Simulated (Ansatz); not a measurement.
# Al2Pt (Fm-3m): bands and what follows from them

What do the bands of Al2Pt (Fm-3m) imply? The runs give the Fermi surface and transport coefficients.

Method: DFT PBEsol, scalar-relativistic, plane waves, PAW, in Ansatz 0.2.0.

6 further runs of the same task are left out: 6 set aside as unsound or not needed.

**1. The system as given**

The structure is cubic, space group Fm-3m (No. 225). Conventional cell: a = 5.910 Å, b = 5.910 Å, c = 5.910 Å, α = 90.00°, β = 90.00°, γ = 90.00°. Al (site symmetry -43m) is surrounded by 4 Pt at 2.56 Å. Pt (site symmetry m-3m) is surrounded by 8 Al at 2.56 Å.

As a file:

```
Al Pt
1.0
     0.00000    2.95500    2.95500
     2.95500    0.00000    2.95500
     2.95500    2.95500    0.00000
Al Pt
2 1
Direct
  0.25000 0.25000 0.25000
  0.75000 0.75000 0.75000
  0.00000 0.00000 0.00000
```

The cell is the deposited one, not relaxed. An earlier run on this cell at PBEsol gave -0.93 GPa at 17.202 Å³/atom (10×10×10 mesh), metallic.

**2. Bands on a fine mesh, Fermi surface**

The input, input.yaml:

```yaml
crystal:
  lattice:
    - [0.0, 2.9550006156, 2.9550006156]
    - [2.9550006156, 0.0, 2.9550006156]
    - [2.9550006156, 2.9550006156, 0.0]
  atoms:
    - { symbol: Al, position: [0.25, 0.25, 0.25] }
    - { symbol: Al, position: [0.75, 0.75, 0.75] }
    - { symbol: Pt, position: [0.0, 0.0, 0.0] }
basis:
  ecutwfc: 420
  ecutrho_ratio: 4
kpoints:
  mp_grid: { grid: [10, 10, 10] }
hamiltonian:
  xc: pbesol
scf:
  occupations: { method: gaussian, width: 0.05 }
output:
  forces: true
  stress: true
  eigenvalues: true
  eigenstates:
    nscf_kmesh: { grid: [18, 18, 18] }
    de_dk: true
    e_range: [-2.5, 2.5]
  write_density: true
  write_potential: true
  elf: true
  volumetric_format: npy
```

Run with:

```bash
> ansatz run input.yaml --threads 4 --pin off --max-ram 9216MiB --backend cpu --events-out ev --progress --plain --runs-dir out
```

The program printed:

```text
Warning: RAYON_NUM_THREADS=4 ignored (pool sized by the plan → 4); use --threads N
Engine: ansatz 0.2.0, aarch64-unknown-linux-gnu
Pseudopotentials: kind: paw
Pseudopotential: Al, paw, valence charge 3, recommended cutoff 420 eV (normal), Al.paw.azcp
Pseudopotential: Pt, paw, valence charge 18, recommended cutoff 420 eV (normal), Pt.paw.azcp
Functional definition: PBEsol
  exchange = pbesol_x
  correlation = pbesol_c
Crystal: 3 atoms, lattice volume = 51.606 Å³
Basis set: ecut = 420 eV, 965 PW (Γ), exchange–correlation on 60×60×60 points (8 copies of the dense FFT grid, shifted against one another)
Bands: 16, of which v1, the nominal top of the filled ones, is band 12 counted from 1 (11 counted from 0)
Symmetry: 48 space group operations
Space group: Fm-3m (ITA 225), of the structure as read, at distance tolerance 3.7e-5 Å
k-points: 47 of 1000
Non-local potential: Al, projectors of the file, l = 0: 2, l = 1: 2, l = 2: 1
Non-local potential: Pt, projectors of the file, l = 0: 3, l = 1: 2, l = 2: 2, l = 3: 1
PAW form: soft (Blöchl's): semilocal exchange-correlation on the pseudo side does not see the compensation charge
PAW frozen core: Al, regenerated for the run's functional, and the local potential with it (the file was generated under x = pbe(κ = 0.804, μ = 0.2195149727645171), c = pbe(β = 0.06672455060314922))
PAW frozen core: Pt, regenerated for the run's functional, and the local potential with it (the file was generated under x = pbe(κ = 0.804, μ = 0.2195149727645171), c = pbe(β = 0.06672455060314922))
PAW one-centre angular grid: Al, 110 points (default); XC on 64 Gauss nodes
PAW one-centre angular grid: Pt, 590 points (default); XC on 64 Gauss nodes
Initial density: superposition of atomic densities (neutral atoms: chi_scale 0, normalization atom), corrected by the library's trained network
Initial wavefunctions: pseudopotential atomic-orbital guess
Functional: x = pbesol(κ = 0.804, μ = 0.12345679012345678), c = pbesol(β = 0.046)
SCF iter   1: F=—  HF=-13435.520000 eV  |F-HF|=—  |Δ(HF+E_count)|=         —  Δρ=2.02e-3  dr2=2.84e-3  ethr=1.77e-3  ⟨swp⟩=5.9  Hψ=3976  notcnv=0
preconditioner: auto → none  [insulator: Δε(μ)=0.131 eV  Ē_g=8.315 eV  σ=0.050 eV  W_gap=0.64  n_scr=14 (ndim 8)  ℏωp=20.7 eV  f_vac=0.001  D(μ)=1.42/eV (n_scr^D=14)  ε∞_Penn≈7.2]
SCF iter   2: F=—  HF=-13435.519828 eV  |F-HF|=—  |Δ(HF+E_count)|=   1.72e-4  Δρ=6.87e-4  dr2=1.76e-4  ethr=1.18e-5  ⟨swp⟩=2.5  Hψ=1437  notcnv=0
SCF iter   3: F=—  HF=-13435.519851 eV  |F-HF|=—  |Δ(HF+E_count)|=   2.36e-5  Δρ=1.80e-4  dr2=7.74e-6  ethr=7.33e-7  ⟨swp⟩=2.3  Hψ=1155  notcnv=0
SCF iter   4: F=—  HF=-13435.519833 eV  |F-HF|=—  |Δ(HF+E_count)|=   1.84e-5  Δρ=1.98e-5  dr2=6.98e-8  ethr=3.22e-8  ⟨swp⟩=2.3  Hψ=1169  notcnv=0
SCF iter   5: F=—  HF=-13435.519832 eV  |F-HF|=—  |Δ(HF+E_count)|=   1.07e-6  Δρ=9.35e-7  dr2=2.93e-10  ethr=2.91e-10  ⟨swp⟩=2.1  Hψ=1173  notcnv=0
SCF iter   6: F=-13435.519832 eV  HF=-13435.519832 eV  |F-HF|=1.82e-12  |Δ(HF+E_count)|=  1.56e-10  Δρ=8.55e-8  dr2=1.49e-12  ethr=1.00e-12  ⟨swp⟩=7.2  Hψ=3712  notcnv=0
SCF 1 converged in 6 iterations: F = -13435.519832 eV  dr2 = 1.49e-12
NSCF: frozen V_eff on 195 k-points
SCF converged after 6 iterations
Free energy (F): -13435.519832 eV
Harris-Foulkes:  -13435.519832 eV  (|F-HF|=1.82e-12)
Internal energy: -13435.518056 eV  (E = F + TS)
E sigma→0 (E₀):  -13435.518944 eV
Entropy (-TS):   -0.001776 eV (-0.592 meV/atom)
Fermi energy:    11.238078 eV
--- Per-component energies (eV) ---
  E_band       = -314.035549
  E_kinetic    = 687.235560
  E_local      = -2704.238200  (includes V_loc(G=0)·N_el)
  E_nonlocal   = 220.933189
  E_hartree    = 1072.431901
  E_xc         = -341.104509
  E_vxc        = -363.350879  (∫ρ·V_xc dr)
  E_paw        = -10225.949181  (= ΣΔE_a)
  E_vpaw       = -299.479211  (= ΣTr[D̂ρ^β])
  E_aug_tail   = 0.000175  (compensation charges beyond the density's cutoff)
  E_ewald      = -2145.152251
  E_core_change = 0.325259  (= ΣΔE_core)
  E_smearing   = -0.001776  (= −TS)
  E_closure    = 0.000000  (closes the sum)
  Σ components = -13435.519832   (vs F -13435.519832, Δ=0.00e0)
--- Forces (eV/Å), atoms counted from 1 ---
  atom   1  Al     0.00000000    -0.00000000    -0.00000000
  atom   2  Al     0.00000000    -0.00000000     0.00000000
  atom   3  Pt    -0.00000000     0.00000000    -0.00000000
  max |Σ_I F_I| component: 2.31e-17 eV/Å
--- Stress (GPa, compression-positive) ---
       -0.934970       0.000000       0.000000
       -0.000000      -0.934970       0.000000
        0.000000       0.000000      -0.934970
  P = ⅓ Tr σ = -0.9350 GPa (-9.350 kbar)
--- Band table (eV; the first three rows and the last of 47) ---
  k-point 0: bands = ["-87.6197", "-41.8167", "-41.8167", "-41.8167", "1.0483", "6.2195", "6.2195", "6.2195", "7.5737", "7.5737", "14.2588", "15.0699", "15.0699", "15.0699", "16.7009", "16.7009"]
  k-point 1: bands = ["-87.6197", "-41.8170", "-41.8168", "-41.8168", "1.1862", "6.1380", "6.2655", "6.2655", "7.5577", "7.5577", "13.4297", "14.5121", "14.6972", "14.6972", "17.1251", "17.1251"]
  k-point 2: bands = ["-87.6197", "-41.8176", "-41.8169", "-41.8169", "1.5900", "5.9302", "6.3774", "6.3774", "7.5414", "7.5414", "11.3567", "13.9535", "13.9535", "14.8643", "16.8508", "16.9171"]
  k-point 46: bands = ["-87.6197", "-41.8187", "-41.8182", "-41.8177", "5.2361", "5.3102", "5.6371", "6.4647", "7.4872", "8.0107", "8.1792", "8.8226", "10.3441", "15.8346", "16.4999", "17.1900"]
--- Fermi surface from the table of eigenstates, both spin states counted (twice the sheets' area in a run without spin) ---
  How far the three rows differ hints at the mesh's error and does not bound it.
  reading                E - E_F (eV)   area (Å⁻²)  resistivity times mean free path along x, y, z (Ω·m²), under one mean free path over the surface
  by tetrahedra                0.0467       37.163  8.2263e-16  8.2263e-16  8.2263e-16
  by the states' slopes  not read: the table lacks a row of a band that the level cuts (widen output.eigenstates.e_range, raise output.eigenstates.top_band)
  on every second point        0.0453       36.639  8.3440e-16  8.3440e-16  8.3440e-16
```

It took 2.1 s on 4 threads of Arm Neoverse V1, shared host; peak memory 0.36 GiB.

Read off: volume 17.202 Å³/atom, pressure -0.93 GPa, no gap.

Bands that cross the Fermi level on the 18×18×18 mesh (edges cut at 2.5 eV from it):

| spin | band | lowest (eV) | highest (eV) |
| --- | --- | --- | --- |
| both | 11 | -2.49 | 2.34 |
| both | 12 | -2.45 | 2.41 |
| both | 13 | -1.56 | 2.49 |

Axes a, b and c in the maps are those of this run's conventional cell (a, b, c = 5.910, 5.910, 5.910 Å).

Density in a lattice plane of the grid's cell (edges 5.91 and 5.91 Å, at 0.250 of the third edge), which holds Al.

Values in e/Å³, 12 rows by 12 columns:
```
0.20 0.20 0.21 0.21 0.21 0.20 0.20 0.20 0.21 0.21 0.21 0.20
0.19 0.21 0.17 0.10 0.17 0.21 0.19 0.21 0.17 0.10 0.17 0.21
0.19 0.21 0.10 0.06 0.10 0.21 0.19 0.21 0.10 0.06 0.10 0.21
0.19 0.21 0.17 0.10 0.17 0.21 0.19 0.21 0.17 0.10 0.17 0.21
0.20 0.20 0.21 0.21 0.21 0.20 0.20 0.20 0.21 0.21 0.21 0.20
0.20 0.20 0.19 0.19 0.19 0.20 0.20 0.20 0.19 0.19 0.19 0.20
0.20 0.20 0.21 0.21 0.21 0.20 0.20 0.20 0.21 0.21 0.21 0.20
0.19 0.21 0.17 0.10 0.17 0.21 0.19 0.21 0.17 0.10 0.17 0.21
0.19 0.21 0.10 0.06 0.10 0.21 0.19 0.21 0.10 0.06 0.10 0.21
0.19 0.21 0.17 0.10 0.17 0.21 0.19 0.21 0.17 0.10 0.17 0.21
0.20 0.20 0.21 0.21 0.21 0.20 0.20 0.20 0.21 0.21 0.21 0.20
0.20 0.20 0.19 0.19 0.19 0.20 0.20 0.20 0.19 0.19 0.19 0.20
```
Columns run along the first of these edges and rows up along the second, over one cell in 12 and 12 even steps from the bottom left corner. Atoms in the plane (fractional): Al at (0.25, 0.25), Al at (0.75, 0.75), Al at (0.25, 0.75), Al at (0.75, 0.25).

ELF in the same plane.

Ten even steps from ' ' (0.02) to '@' (0.55):
```
****##%%@@@@@@@@@@%%##******##%%@@@@@@@@@@%%##**
####%%@@@@%%%%%%@@@@%%######%%@@@@%%%%%%@@@@%%##
%%%%@@@@**--..--**@@@@%%%%%%@@@@**--..--**@@@@%%
@@@@@@**..      ..**@@@@@@@@@@**..      ..**@@@@
@@@@@@==  ..::..  ==@@@@@@@@@@==  ..::..  ==@@@@
@@@@@@**..      ..**@@@@@@@@@@**..      ..**@@@@
%%%%@@@@**--..--**@@@@%%%%%%@@@@**--..--**@@@@%%
####%%@@@@%%%%%%@@@@%%######%%@@@@%%%%%%@@@@%%##
****##%%@@@@@@@@@@%%##******##%%@@@@@@@@@@%%##**
++****##%%@@@@@@%%##****++****##%%@@@@@@%%##****
****##%%@@@@@@@@@@%%##******##%%@@@@@@@@@@%%##**
####%%@@@@%%%%%%@@@@%%######%%@@@@%%%%%%@@@@%%##
%%%%@@@@**--..--**@@@@%%%%%%@@@@**--..--**@@@@%%
@@@@@@**..      ..**@@@@@@@@@@**..      ..**@@@@
@@@@@@==  ..::..  ==@@@@@@@@@@==  ..::..  ==@@@@
@@@@@@**..      ..**@@@@@@@@@@**..      ..**@@@@
%%%%@@@@**--..--**@@@@%%%%%%@@@@**--..--**@@@@%%
####%%@@@@%%%%%%@@@@%%######%%@@@@%%%%%%@@@@%%##
****##%%@@@@@@@@@@%%##******##%%@@@@@@@@@@%%##**
++****##%%@@@@@@%%##****++****##%%@@@@@@%%##****
```
Columns run along the first of these edges and rows up along the second, over one cell in 24 and 20 even steps from the bottom left corner. Atoms in the plane (fractional): Al at (0.25, 0.25), Al at (0.75, 0.75), Al at (0.25, 0.75), Al at (0.75, 0.25).

Both are smooth fields of the valence electrons: close to the nuclei they are not physical.

Outside the cores ELF peaks at 0.68 on the Al–Pt line, 1.0 Å from Al.

ELF in the plane through atom 1 (Al) and two of its nearest Pt neighbours, 7.2 Å on a side, that atom in the middle and its first bond to the right.

Ten even steps from ' ' (0.02) to '@' (0.68):
```
%%%%########%%##**++++========----==++######**++==
%%****####**++==++****++==++****==::--**####++--::
    ..**@@**==##@@@@@@%%++++%%%%::      ==++==::..
..::  **@@**++%%@@@@@@%%++++@@%%....::  ..==--..  
      **%%**==##@@@@@@##++++%%%%::    ..++**==::..
==----****++====****++++++**######**%%@@@@##++==::
**==------======++++**##%%%%######%%%%##++++======
==::......::--==**%%@@@@##**##%%##++==++****++==++
::..        ..--++**==      ==@@##++++%%@@@@%%**++
::            ::==--    ::  ::@@##++**@@@@@@@@##++
--..        ..--==++--      ==@@##++**%%@@@@%%**++
==--::......::==**####++----++****++==++****++==++
======------==**######**++------========++++**##%%
====******----==####**++--::......::==++##%%@@%%**
**==**%%**      ::++++--..        ..::==**++::    
##++**@@++  ::..  ::==::..          ..--==..  ::..
**==**@@**..    ::++++--..        ..::==++==..    
==++**####****%%@@%%**++--::......::--++**##**==::
##%%######%%%%%%**++++++======----==++**######++==
```
Atoms in the plane (Å from the middle): Al (-1.7, -2.4), Al (-3.4, 2.4), Al (1.7, 2.4), Al (0.0, 0.0), Pt (-0.9, 2.4), Al (3.4, -2.4), Pt (2.6, 0.0).

**3. States of the whole zone by energy, transport at constant relaxation time**

input.yaml: that of step 2 with these lines changed.

```diff
@@ -22,9 +22,2 @@
   eigenvalues: true
-  eigenstates:
-    nscf_kmesh: { grid: [18, 18, 18] }
-    de_dk: true
-    e_range: [-2.5, 2.5]
-  write_density: true
-  write_potential: true
-  elf: true
-  volumetric_format: npy
+  states_by_energy: { minimum_broadening: 0.05 }
```

Run with:

```bash
> ansatz run input.yaml --threads 4 --pin off --max-ram 9216MiB --backend cpu --events-out ev --progress --plain --runs-dir out
```

The program printed:

```text
Warning: RAYON_NUM_THREADS=4 ignored (pool sized by the plan → 4); use --threads N
Engine: ansatz 0.2.0, aarch64-unknown-linux-gnu
Pseudopotentials: kind: paw
Pseudopotential: Al, paw, valence charge 3, recommended cutoff 420 eV (normal), Al.paw.azcp
Pseudopotential: Pt, paw, valence charge 18, recommended cutoff 420 eV (normal), Pt.paw.azcp
Functional definition: PBEsol
  exchange = pbesol_x
  correlation = pbesol_c
Crystal: 3 atoms, lattice volume = 51.606 Å³
Basis set: ecut = 420 eV, 965 PW (Γ), exchange–correlation on 60×60×60 points (8 copies of the dense FFT grid, shifted against one another)
Bands: 16, of which v1, the nominal top of the filled ones, is band 12 counted from 1 (11 counted from 0)
Symmetry: 48 space group operations
Space group: Fm-3m (ITA 225), of the structure as read, at distance tolerance 3.7e-5 Å
k-points: 47 of 1000
Non-local potential: Al, projectors of the file, l = 0: 2, l = 1: 2, l = 2: 1
Non-local potential: Pt, projectors of the file, l = 0: 3, l = 1: 2, l = 2: 2, l = 3: 1
PAW form: soft (Blöchl's): semilocal exchange-correlation on the pseudo side does not see the compensation charge
PAW frozen core: Al, regenerated for the run's functional, and the local potential with it (the file was generated under x = pbe(κ = 0.804, μ = 0.2195149727645171), c = pbe(β = 0.06672455060314922))
PAW frozen core: Pt, regenerated for the run's functional, and the local potential with it (the file was generated under x = pbe(κ = 0.804, μ = 0.2195149727645171), c = pbe(β = 0.06672455060314922))
PAW one-centre angular grid: Al, 110 points (default); XC on 64 Gauss nodes
PAW one-centre angular grid: Pt, 590 points (default); XC on 64 Gauss nodes
Initial density: superposition of atomic densities (neutral atoms: chi_scale 0, normalization atom), corrected by the library's trained network
Initial wavefunctions: pseudopotential atomic-orbital guess
Functional: x = pbesol(κ = 0.804, μ = 0.12345679012345678), c = pbesol(β = 0.046)
SCF iter   1: F=—  HF=-13435.520000 eV  |F-HF|=—  |Δ(HF+E_count)|=         —  Δρ=2.02e-3  dr2=2.84e-3  ethr=1.77e-3  ⟨swp⟩=5.9  Hψ=3976  notcnv=0
preconditioner: auto → none  [insulator: Δε(μ)=0.131 eV  Ē_g=8.315 eV  σ=0.050 eV  W_gap=0.64  n_scr=14 (ndim 8)  ℏωp=20.7 eV  f_vac=0.001  D(μ)=1.42/eV (n_scr^D=14)  ε∞_Penn≈7.2]
SCF iter   2: F=—  HF=-13435.519828 eV  |F-HF|=—  |Δ(HF+E_count)|=   1.72e-4  Δρ=6.87e-4  dr2=1.76e-4  ethr=1.18e-5  ⟨swp⟩=2.5  Hψ=1437  notcnv=0
SCF iter   3: F=—  HF=-13435.519851 eV  |F-HF|=—  |Δ(HF+E_count)|=   2.36e-5  Δρ=1.80e-4  dr2=7.74e-6  ethr=7.33e-7  ⟨swp⟩=2.3  Hψ=1155  notcnv=0
SCF iter   4: F=—  HF=-13435.519832 eV  |F-HF|=—  |Δ(HF+E_count)|=   1.96e-5  Δρ=1.98e-5  dr2=6.98e-8  ethr=3.22e-8  ⟨swp⟩=2.2  Hψ=1161  notcnv=0
iter 5 did not close the SCF: its close was put off for the readings that it lacked (scf_convergence_deferred on its scf_iter line)
SCF iter   5: F=-13435.519832 eV  HF=-13435.519832 eV  |F-HF|=1.46e-11  |Δ(HF+E_count)|=   1.20e-7  Δρ=9.36e-7  dr2=2.90e-10  ethr=2.91e-10  ⟨swp⟩=2.1  Hψ=1177  notcnv=0
SCF iter   6: F=-13435.519832 eV  HF=-13435.519832 eV  |F-HF|=0.00e0  |Δ(HF+E_count)|=  1.58e-10  Δρ=8.44e-8  dr2=1.46e-12  ethr=1.21e-12  ⟨swp⟩=2.2  Hψ=2421  notcnv=0
SCF 1 converged in 6 iterations: F = -13435.519832 eV  dr2 = 1.46e-12
NSCF: frozen V_eff on 8 k-points
SCF converged after 6 iterations
Free energy (F): -13435.519832 eV
Harris-Foulkes:  -13435.519832 eV  (|F-HF|=0.00e0)
Internal energy: -13435.518056 eV  (E = F + TS)
E sigma→0 (E₀):  -13435.518944 eV
Entropy (-TS):   -0.001776 eV (-0.592 meV/atom)
Fermi energy:    11.238078 eV
--- Per-component energies (eV) ---
  E_band       = -314.035549
  E_kinetic    = 687.235560
  E_local      = -2704.238201  (includes V_loc(G=0)·N_el)
  E_nonlocal   = 220.933189
  E_hartree    = 1072.431902
  E_xc         = -341.104509
  E_vxc        = -363.350879  (∫ρ·V_xc dr)
  E_paw        = -10225.949181  (= ΣΔE_a)
  E_vpaw       = -299.479210  (= ΣTr[D̂ρ^β])
  E_aug_tail   = 0.000175  (compensation charges beyond the density's cutoff)
  E_ewald      = -2145.152251
  E_core_change = 0.325259  (= ΣΔE_core)
  E_smearing   = -0.001776  (= −TS)
  E_closure    = 0.000000  (closes the sum)
  Σ components = -13435.519832   (vs F -13435.519832, Δ=0.00e0)
--- Forces (eV/Å), atoms counted from 1 ---
  atom   1  Al     0.00000000     0.00000000     0.00000000
  atom   2  Al     0.00000000     0.00000000     0.00000000
  atom   3  Pt    -0.00000000     0.00000000    -0.00000000
  max |Σ_I F_I| component: 4.16e-17 eV/Å
--- Stress (GPa, compression-positive) ---
       -0.934973      -0.000000       0.000000
        0.000000      -0.934973       0.000000
        0.000000      -0.000000      -0.934973
  P = ⅓ Tr σ = -0.9350 GPa (-9.350 kbar)
--- Band table (eV; the first three rows and the last of 47) ---
  k-point 0: bands = ["-87.6197", "-41.8167", "-41.8167", "-41.8167", "1.0483", "6.2195", "6.2195", "6.2195", "7.5737", "7.5737", "14.2588", "15.0699", "15.0699", "15.0699", "16.7009", "16.7009"]
  k-point 1: bands = ["-87.6197", "-41.8170", "-41.8168", "-41.8168", "1.1862", "6.1380", "6.2655", "6.2655", "7.5577", "7.5577", "13.4297", "14.5121", "14.6972", "14.6972", "17.1251", "17.1251"]
  k-point 2: bands = ["-87.6197", "-41.8176", "-41.8169", "-41.8169", "1.5900", "5.9302", "6.3774", "6.3774", "7.5414", "7.5414", "11.3567", "13.9535", "13.9535", "14.8643", "16.8508", "16.9171"]
  k-point 46: bands = ["-87.6197", "-41.8187", "-41.8182", "-41.8177", "5.2361", "5.3102", "5.6371", "6.4647", "7.4872", "8.0107", "8.1792", "8.8226", "10.3441", "15.8346", "16.4999", "17.1900"]
```

Wall time 36 s (4 threads of Arm Neoverse V1, shared host); peak memory 0.87 GiB.

Read off: volume 17.202 Å³/atom, pressure -0.93 GPa, no gap.

A script then sums the file of states by energy over Fermi windows, for rigid-band transport at a constant relaxation time τ. Negative carriers are holes, and the chemical potential counts from the run's Fermi level:

| T (K) | electrons added (10¹⁹ cm⁻³) | chemical potential (eV) | σ/τ xx (10²⁰/Ω m s) | Seebeck xx (μV/K) | Lorenz xx (10⁻⁸ V²/K²) |
| --- | --- | --- | --- | --- | --- |
| 600 | 0 | 0.048 | 13 | 0 | 2.43 |
| 600 | 1 | 0.048 | 13 | 0 | 2.43 |
| 600 | -1 | 0.047 | 13 | 0 | 2.43 |
| 600 | 10 | 0.052 | 13 | 0 | 2.43 |
| 600 | -10 | 0.043 | 13 | 0 | 2.43 |
| 600 | 100 | 0.091 | 13 | 0 | 2.43 |
| 600 | -100 | 0.004 | 13 | -1 | 2.43 |
| 900 | 0 | 0.049 | 12.9 | 0 | 2.41 |
| 900 | 1 | 0.049 | 12.9 | 0 | 2.41 |
| 900 | -1 | 0.048 | 12.9 | 0 | 2.41 |
| 900 | 10 | 0.053 | 12.9 | 0 | 2.41 |
| 900 | -10 | 0.044 | 12.9 | 0 | 2.41 |
| 900 | 100 | 0.092 | 12.9 | 0 | 2.41 |
| 900 | -100 | 0.005 | 12.9 | -1 | 2.41 |

**4. What came out**

```
                               quantity                                             value
       Fermi-surface area, spins summed                                         37.16 Å⁻²
resistivity × mean free path, xx and zz                           0.82, 0.82 × 10⁻¹⁵ Ω m²
                  largest S²σ/τ along x  at 900 K with 100 × 10¹⁹ cm⁻³ holes, S = -1 μV/K
```

In words: On the fine mesh the Fermi surface has sheets from 3 bands. Among the cases computed, S²σ/τ along x is largest at 900 K for hole doping of 100 × 10¹⁹ cm⁻³. That is the edge of the range tried, not a located peak. Spin–orbit coupling is left out, though the cell holds Pt; in elements this heavy it can shift levels and gaps by tenths of an eV.
